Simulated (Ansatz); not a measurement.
# C2H11AlAsNSiZn: how energies converge with the basis set

The task here is to estimate one member of a computed series from the others.

Computed with Ansatz 0.2.0, Gaussian basis. Level: one geometry, several basis sets.

Plan: PBE0-D4/def2-SVP; ωB97M-V/def2-SVP; PBE0-D4/def2-QZVPP; ωB97M-V/def2-QZVPP; the functionals' def2-TZVPP values are taken from earlier runs.

## The relaxed structure

The geometry comes from an earlier relaxation with PBE0-D4 in a triple-zeta def2 set; it is a stationary point, not always the lowest conformer.

18 atoms, charge 0, spin multiplicity 1.

Atoms are counted from 1 here; the program's logs count them from 0.

Bond lengths: C1–As2 1.977 Å, C1–H8 1.093 Å, C1–H9 1.090 Å, C1–H10 1.091 Å, As2–Si3 2.416 Å, As2–C5 2.018 Å, Si3–Al4 2.448 Å, Si3–H11 1.499 Å, Si3–H12 1.491 Å, Al4–C5 2.038 Å, Al4–H13 1.591 Å, Al4–H14 1.769 Å, C5–N6 1.497 Å, C5–H15 1.092 Å, N6–Zn7 2.065 Å, N6–H16 1.017 Å, N6–H17 1.016 Å, Zn7–H14 1.712 Å and more. Angles: As2–C1–H8 113.5°, As2–C1–H9 108.2°, As2–C1–H10 108.6°, H8–C1–H9 108.6°, H8–C1–H10 109.0°, H9–C1–H10 108.8°, C1–As2–Si3 94.6°, C1–As2–C5 96.0°, Si3–As2–C5 85.0°, As2–Si3–Al4 79.6°, As2–Si3–H11 107.2°, As2–Si3–H12 112.2°, Al4–Si3–H11 118.1°, Al4–Si3–H12 128.1°, H11–Si3–H12 106.4°, Si3–Al4–C5 83.7°, Si3–Al4–H13 127.5°, Si3–Al4–H14 112.6° and more.

The first run:

in.yaml

```yaml
crystal:
  periodic: [false, false, false]
  atoms:
    - {symbol: C, position_ang: [0.451238, -2.536903, 0.643209]}
    - {symbol: As, position_ang: [0.803462, -0.758534, 1.432468]}
    - {symbol: Si, position_ang: [2.110989, 0.029632, -0.440352]}
    - {symbol: Al, position_ang: [-0.133333, 0.076416, -1.416817]}
    - {symbol: C, position_ang: [-0.734807, 0.182915, 0.527572]}
    - {symbol: N, position_ang: [-0.733493, 1.633415, 0.899377]}
    - {symbol: Zn, position_ang: [-1.799245, 2.285964, -0.745191]}
    - {symbol: H, position_ang: [0.280423, -2.507857, -0.435783]}
    - {symbol: H, position_ang: [1.312777, -3.174574, 0.842522]}
    - {symbol: H, position_ang: [-0.425335, -2.966711, 1.129624]}
    - {symbol: H, position_ang: [2.730704, 1.331159, -0.030803]}
    - {symbol: H, position_ang: [3.238691, -0.889424, -0.767646]}
    - {symbol: H, position_ang: [-0.738982, -0.918753, -2.499884]}
    - {symbol: H, position_ang: [-0.643184, 1.708982, -1.867800]}
    - {symbol: H, position_ang: [-1.680895, -0.244040, 0.867444]}
    - {symbol: H, position_ang: [0.213845, 2.001301, 0.858725]}
    - {symbol: H, position_ang: [-1.060954, 1.795532, 1.847172]}
    - {symbol: H, position_ang: [-3.191911, 2.951457, -0.843848]}
basis:
  gaussian: {orbitals: def2-SVP}
hamiltonian: {xc: pbe0, dispersion: d4}
output: {orbitals: {seedname: orbitals}}
```

The run is started by

```console
> ansatz run in.yaml --threads 4 --pin off --events-out ev --progress --plain --max-ram 66560MiB --backend cpu
```

Among the steps run: PBE0-D4 in def2-SVP; ωB97M-V in def2-SVP; PBE0-D4 in def2-QZVPP; ωB97M-V in def2-QZVPP.

One table of the session follows, with a row left open; its other results are not shown here.

It belongs to the step «Functionals by basis». 

| functional | basis | HOMO (eV) |
| --- | --- | --- |
| PBE0-D4 | def2-SVP | -5.85 |
| PBE0-D4 | def2-TZVPP | -5.88 |
| PBE0-D4 | def2-QZVPP | -5.90 |
| ωB97M-V | def2-SVP | ? |
| ωB97M-V | def2-TZVPP | -7.80 |
| ωB97M-V | def2-QZVPP | -7.82 |

Estimate the missing values for ωB97M-V, def2-SVP.

**Answer.** HOMO (eV): -7.74. In the column «HOMO (eV)» it lies between ωB97M-V, def2-TZVPP (-7.80) and PBE0-D4, def2-QZVPP (-5.90).
